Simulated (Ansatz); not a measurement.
# ZnCd2Se3: the cost of one run

Method: DFT PBE, scalar-relativistic, plane waves, PAW, in Ansatz 0.2.0.

### Step 1. The system as given

The structure is trigonal, space group P3m1 (No. 156). Conventional cell: a = 4.111 Å, b = 4.111 Å, c = 10.071 Å, α = 90.00°, β = 90.00°, γ = 120.00°. Zn (site symmetry 3m) is surrounded by 4 Se at 2.52 Å. Around Cd (site symmetry 3m) lie 4 Se at 2.52 Å. Around Se (site symmetry 3m) lie 3 Zn at 2.52 Å and 1 Cd at 2.52 Å. Se (site symmetry 3m) has 3 Cd at 2.52 Å and 1 Zn at 2.52 Å as nearest neighbours. Se (site symmetry 3m) is surrounded by 4 Cd at 2.52 Å.

As a file:

```xyz
6
Lattice="4.1114 0.0000 0.0000 -2.0557 3.5606 0.0000 0.0000 0.0000 10.0708" Properties=species:S:1:pos:R:3 pbc="T T T"
Zn    2.0557    1.1869    6.7139
Cd    0.0000    0.0000    0.0000
Cd    0.0000    2.3737    3.3569
Se    0.0000    0.0000    7.5531
Se    2.0557    1.1869    4.1962
Se    0.0000    2.3737    0.8392
```

The start is an ordering of an alloy on its end members' structure types: elements ordered on the sites of the CdSe type, Zn/Cd on Cd (P3m1, No. 156).

### Step 2. Probe: one point on a coarse mesh

Input file input.yaml:

```yaml
crystal:
  lattice:
    - [4.11138845, 0.0, 0.0]
    - [-2.05569422, 3.56056684, 0.0]
    - [0.0, 0.0, 10.07080383]
  atoms:
    - { symbol: Zn, position: [0.66666667, 0.33333333, 0.66666667] }
    - { symbol: Cd, position: [0.0, 0.0, 0.0] }
    - { symbol: Cd, position: [0.33333333, 0.66666667, 0.33333333] }
    - { symbol: Se, position: [0.0, 0.0, 0.75] }
    - { symbol: Se, position: [0.66666667, 0.33333333, 0.41666667] }
    - { symbol: Se, position: [0.33333333, 0.66666667, 0.08333333] }
basis:
  ecutwfc: 420
kpoints:
  mp_grid: { grid: [6, 6, 2] }
hamiltonian:
  xc: pbe
scf:
  occupations: { method: gaussian, width: 0.1 }
  lower_state_search: "off"
output:
  forces: true
  stress: true
  eigenvalues: true
```

The run is started by

```
ansatz run input.yaml --threads 1 --pin off --max-ram 2560MiB --backend cpu --events-out ev --progress --plain --runs-dir out
```

What time and memory should one allow on 1 thread of Intel Xeon Platinum 8488C (Sapphire Rapids), shared host?

About 9.7 s, with a peak of 0.48 GiB.
